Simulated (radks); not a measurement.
# Co³⁺ in [Ar] 3d6: an all-electron calculation

An exercise on one series of results from a longer session: the logs are not shown, and one member is left open.

The numbers are computed with radks (a radial shooting solver on a logarithmic mesh, Libxc functionals) version 1 (scalar-relativistic Kohn-Sham, LDA (Slater exchange, VWN5 correlation), spin-polarised, spherical densities, finite nucleus; open shells are filled with parallel spins first), except any that are marked as measured or tabulated.

### Starting point

- element: cobalt (Z = 27)
- charge: +3
- electrons: 24
- configuration: [Ar] 3d6
- nuclear rms radius: 3.7875 fm

Outer shells as boxes (Hund's rule):

Co³⁺
```
[Ar] core
3d [↑↓][↑ ][↑ ][↑ ][↑ ]
```

The first run:

Settings of this run:

```text
Z 27
configuration [Ar] 3d6
relativity scalar-relativistic
functional lda,vwn5
spin polarised
nucleus finite rms 3.7875 fm
c 137.035999084
```

Steps of the session up to this table: Self-consistent calculation.

One table of the session follows, with a row left open; its other results are not shown here.

It belongs to the step «Radial structure». Sizes of the orbitals, from the radial functions (bohr):

| level | <r> | outermost maximum (interpolated) | 90 % within | nodes |
| --- | --- | --- | --- | --- |
| 1s up | 0.05628 | 0.0368 | 0.101 | 0 |
| 1s down | 0.05628 | 0.0368 | 0.101 | 0 |
| 2s up | 0.2562 | 0.214 | 0.397 | 1 |
| 2s down | 0.2558 | 0.213 | 0.396 | 1 |
| 2p up | 0.2254 | 0.172 | 0.369 | 0 |
| 2p down | 0.2250 | 0.172 | 0.368 | 0 |
| 3s up | ? | ? | ? | ? |
| 3s down | 0.7720 | 0.668 | 1.16 | 2 |
| 3p up | 0.8042 | 0.675 | 1.24 | 1 |
| 3p down | 0.8099 | 0.677 | 1.25 | 1 |
| 3d up | 0.9288 | 0.649 | 1.56 | 0 |
| 3d down | 0.9582 | 0.656 | 1.63 | 0 |

Q: Estimate the row for 3s up from the others.

As computed: <r>: 0.7687; outermost maximum (interpolated): 0.667; 90 % within: 1.15; nodes: 2. In the column «<r>» it lies between 2s up (0.2562) and 3s down (0.7720).

Limits of these values: Open shells are spherical and high-spin; term and fine-structure splittings are not resolved.
